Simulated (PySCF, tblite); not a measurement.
# C4H11N3Si2: geometry, infrared bands and NMR shifts

Wanted: the infrared bands and NMR shifts of C4H11N3Si2 (`CN([SiH3])[SiH2]/N=C/CC#N`), by calculation.

Computed with tblite 0.8.0 and PySCF 2.14.0, with density-fitted response routines of our own, on a single molecule in the gas phase. Atoms are numbered from 0 throughout.

## 1. The molecule as given

20 atoms, charge 0, multiplicity 1; geometry from: force field or distance geometry start.

Bonds of the start (Å): C0–N1 1.47, N1–Si2 1.70, N1–Si3 1.71, Si3–N4 1.75, N4–C5 1.29, C5–C6 1.51, C6–C7 1.47, C7–N8 1.16, C0–H9 1.10, C0–H10 1.09, C0–H11 1.11, Si2–H12 1.47, Si2–H13 1.48, Si2–H14 1.50, Si3–H15 1.47, Si3–H16 1.47, C5–H17 1.11, C6–H18 1.10, C6–H19 1.10.

## 2. Optimising the geometry with GFN2-xTB

Job settings and geometry (Å):

```
{"job": {"kind": "relax", "xc": "GFN2-xTB", "basis": "xTB"}, "charge": 0, "multiplicity": 1}
C     -1.996300    -0.823400     0.402800
N     -1.231300    -0.486100    -0.802000
Si    -1.830900    -0.830300    -2.353900
Si    -0.416600     1.009600    -0.963200
N      0.487300     1.137600     0.529500
C      1.511600     0.365100     0.630300
C      2.357100     0.398700     1.876100
C      3.752300     0.688200     1.532400
N      4.857800     0.886600     1.246600
H     -2.340100    -1.867900     0.387200
H     -1.408800    -0.716900     1.314800
H     -2.898700    -0.189900     0.509100
H     -0.748300    -0.873900    -3.343400
H     -2.472900    -2.162600    -2.299700
H     -2.874000     0.184500    -2.714800
H     -1.392900     2.111100    -1.017900
H      0.563500     0.990500    -2.061900
H      1.823100    -0.370200    -0.143100
H      2.282200    -0.585200     2.360000
H      1.970900     1.145200     2.582900
```

The run is started by

```sh
> OMP_NUM_THREADS=1 python probes_run.py task.json out
```

One launch serves the whole session: the jobs run in the order shown.

**Question.** This job is followed by: GFN2-xTB harmonic vibrations, gas phase; GIAO PBE0/pcSseg-1 NMR shielding, non-relativistic, gas phase. Predict these results of the whole session: strongest single infrared mode (GFN2-xTB); zero-point energy (GFN2-xTB); 13C shifts against TMS (PBE0/pcSseg-1); 1H shifts against TMS (PBE0/pcSseg-1, means over atoms taken as alike); 15N shifts against NH3 (PBE0/pcSseg-1); 29Si shifts against TMS (PBE0/pcSseg-1); surface potential, 1st and 99th percentile.

The runs gave:

| quantity | value |
| --- | --- |
| strongest single infrared mode (GFN2-xTB) | 2307 cm⁻¹, 445 km/mol |
| zero-point energy (GFN2-xTB) | 87.7 kcal/mol |
| 13C shifts against TMS (PBE0/pcSseg-1) | 166.8, 118.9, 33.5, 32.9 ppm |
| 1H shifts against TMS (PBE0/pcSseg-1, means over atoms taken as alike) | 8.52, 5.16, 4.67, 3.25, 3.08 ppm |
| 15N shifts against NH3 (PBE0/pcSseg-1) | 396.9, 308.9, 14.2 ppm |
| 29Si shifts against TMS (PBE0/pcSseg-1) | -34.0, -49.2 ppm |
| surface potential, 1st and 99th percentile | -1.71 V and 1.51 V |

**Reading.** Over 195 steps the energy fell by 0.612 eV; of the close pairs, N4–C5 changed most, 1.287 to 1.245 Å. All 54 modes are real, so the xTB geometry is a minimum. The strongest single mode, at 2307 cm⁻¹, moves mainly H12. GFN2-xTB is a fitted tight-binding method: band positions and strengths are rough. Its intensities can rank the bands wrongly. At PBE0/pcSseg-1: Shielding is most anisotropic at N4 (span 724 ppm, paramagnetic term -465 ppm). At PBE0/pcSseg-1, counted by nearest atom on the grid, the HOMO lies on N1 55 %; H11, H14 about 7 % each, the LUMO on C5 35 %; N4 30 %.
